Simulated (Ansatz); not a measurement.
# CeHf3O8: the cost of one run

Program: Ansatz 0.2.0. Level of theory: DFT PBE, scalar-relativistic, plane waves, PAW. These are calculated values, not measurements.

### Step 1. Starting point

The structure is tetragonal, space group P4/mmm (No. 123). The conventional cell has a = 3.855 Å, b = 3.855 Å, c = 10.904 Å, α = 90.00°, β = 90.00°, γ = 90.00°. Ce (site symmetry 4/mmm) has 8 O at 2.36 Å as nearest neighbours. Hf (site symmetry 4mm) is surrounded by 8 O at 2.36 Å. Around Hf (site symmetry 4/mmm) lie 8 O at 2.36 Å. O (site symmetry 2mm) has 4 Hf at 2.36 Å as nearest neighbours. O (site symmetry 2mm) is surrounded by 2 Ce at 2.36 Å and 2 Hf at 2.36 Å.

Coordinates:

```xyz
12
Lattice="3.8552 0.0000 0.0000 0.0000 3.8552 0.0000 0.0000 0.0000 10.9040" Properties=species:S:1:pos:R:3 pbc="T T T"
Ce    1.9276    1.9276    5.4520
Hf    0.0000    0.0000    8.1780
Hf    1.9276    1.9276    0.0000
Hf    0.0000    0.0000    2.7260
O     1.9276    0.0000    9.5410
O     0.0000    1.9276    1.3630
O     1.9276    0.0000    4.0890
O     0.0000    1.9276    6.8150
O     1.9276    0.0000    1.3630
O     0.0000    1.9276    4.0890
O     1.9276    0.0000    6.8150
O     0.0000    1.9276    9.5410
```

The start is an ordering of an alloy on its end members' structure types: elements ordered on the sites of the HfO2 type, Hf/Ce on Hf (P4/mmm, No. 123).

### Step 2. Probe: one point on a coarse mesh

File input.yaml:

```yaml
crystal:
  lattice:
    - [3.85515954, 0.0, 0.0]
    - [0.0, 3.85515954, 0.0]
    - [0.0, 0.0, 10.9040378]
  atoms:
    - { symbol: Ce, position: [0.5, 0.5, 0.5] }
    - { symbol: Hf, position: [0.0, 0.0, 0.75] }
    - { symbol: Hf, position: [0.5, 0.5, 0.0] }
    - { symbol: Hf, position: [0.0, 0.0, 0.25] }
    - { symbol: O, position: [0.5, 0.0, 0.875] }
    - { symbol: O, position: [0.0, 0.5, 0.125] }
    - { symbol: O, position: [0.5, 0.0, 0.375] }
    - { symbol: O, position: [0.0, 0.5, 0.625] }
    - { symbol: O, position: [0.5, 0.0, 0.125] }
    - { symbol: O, position: [0.0, 0.5, 0.375] }
    - { symbol: O, position: [0.5, 0.0, 0.625] }
    - { symbol: O, position: [0.0, 0.5, 0.875] }
basis:
  ecutwfc: 420
kpoints:
  mp_grid: { grid: [4, 4, 2] }
hamiltonian:
  xc: pbe
scf:
  occupations: { method: gaussian, width: 0.1 }
  lower_state_search: "off"
output:
  forces: true
  stress: true
  eigenvalues: true
```

Started as:

```
> ansatz run input.yaml --threads 1 --pin off --max-ram 2560MiB --backend cpu --events-out ev --progress --plain --runs-dir out
```

What time and memory should one allow on 1 thread of Arm Neoverse V2, shared host?

About 14 s, with a peak of 0.49 GiB.
